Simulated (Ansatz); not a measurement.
HfC, space group P6_3/mmc, a comparison of norm-conserving and PAW potentials

Computed with the Ansatz DFT code, driven from Python.

Notebook, run cell by cell (the value of a cell's last expression is shown):

**Cell 1**
```python
import ansatz as az
import numpy as np
from tabulate import tabulate
```

**Cell 2**
```python
def count_gap(report):
    # lowest empty less highest filled band, counting bands; zero where they overlap
    return max(report.get("gap_by_band_count_ev") or 0.0, 0.0)
```

**Cell 3**
```python
xtal = (
    az.Lattice.from_parameters(3.342866, 3.342866, 5.202714, alpha=90.0, beta=90.0, gamma=120.0)
    .atom("Hf", (2 / 3, 1 / 3, 0.75))
    .atom("Hf", (1 / 3, 2 / 3, 0.25))
    .atom("C", (0.0, 0.0, 0.0))
    .atom("C", (0.0, 0.0, 0.5))
)
```

**Cell 4**
```python
len(xtal.resolved().sites)
```
Output:
```text
4
```

**Cell 5**
```python
base = (
    xtal.calculation()
    .functional("PBEsol")
    .kpoints(spacing=0.32)
    .occupations("Fermi-Dirac", width=0.05)
    .stress()
    .forces()
    .band_table()
)
variants = {
    "PAW": base.pseudopotentials("paw"),
    "norm-conserving": base.pseudopotentials("nc"),
}
# totals differ by the cores that each treatment holds, so compare what does not depend on them
rows = []
for label, variant in variants.items():
    summary = variant.run(threads=1).report
    levels = np.array(summary["eigenvalues_ev"][0]) - summary["fermi_energy_ev"]
    print(label, "levels at the first k-point near E_F:", np.round(levels[np.abs(levels) < 5], 3))
    rows.append((label, summary["n_electrons"], np.trace(summary["stress_gpa"]) / 3, float(np.abs(summary["forces_ev_ang"]).max()), count_gap(summary)))
print(tabulate(rows, headers=["treatment", "electrons in bands", "P GPa", "max force component eV/A", "gap by band count eV"], floatfmt=".4f", tablefmt="plain"))
```
Output:
```text
DeckWarning: basis.ecutwfc = 420 eV, auto-derived from the records' recommended cutoffs: set by Hf (normal level)
PAW levels at the first k-point near E_F: [-3.041 -3.041 -1.08  -1.08   1.059  1.466  1.466  1.942  1.942  2.411
  3.528]
DeckWarning: basis.ecutwfc = 1115.666836 eV, auto-derived from the records' recommended cutoffs: set by C (normal level)
norm-conserving levels at the first k-point near E_F: [-3.042 -3.042 -1.118 -1.118  1.071  1.486  1.486  1.959  1.959]
treatment          electrons in bands    P GPa    max force component eV/A    gap by band count eV
PAW                           60.0000  -7.3959                      0.0000                  0.0000
norm-conserving               32.0000  -7.0978                      0.0000                  0.0000
```

PAW gives -7.396 GPa and norm-conserving -7.098 GPa, 0.30 GPa apart. They took 2.3 and 5.0 s of processor time.

Reading the output:
- Spin is left out of this run.
- The computed bands are complete only to about 2.0 eV above the Fermi level.
- For a metal this k-point mesh is coarse: on a finer one energies can move by several to tens of meV an atom and pressures by half a GPa or more, differences at one mesh by less.
- A gap by band count of zero or less means overlapping bands, a metal.
- At these settings the cell as given stands under about -7 GPa, so it isn't at this functional's equilibrium volume.
- This cell is a computed structure, which may not be the phase found in nature.
- Gaps and levels are Kohn-Sham values on a finite set of k-points, without spin-orbit coupling.
- Warnings are shown shortened and without file and line.
- Stress is positive in compression.
- Timing: 8 s on 1 thread of Arm Neoverse V1, with other jobs on the host, peak memory 0.49 GiB.
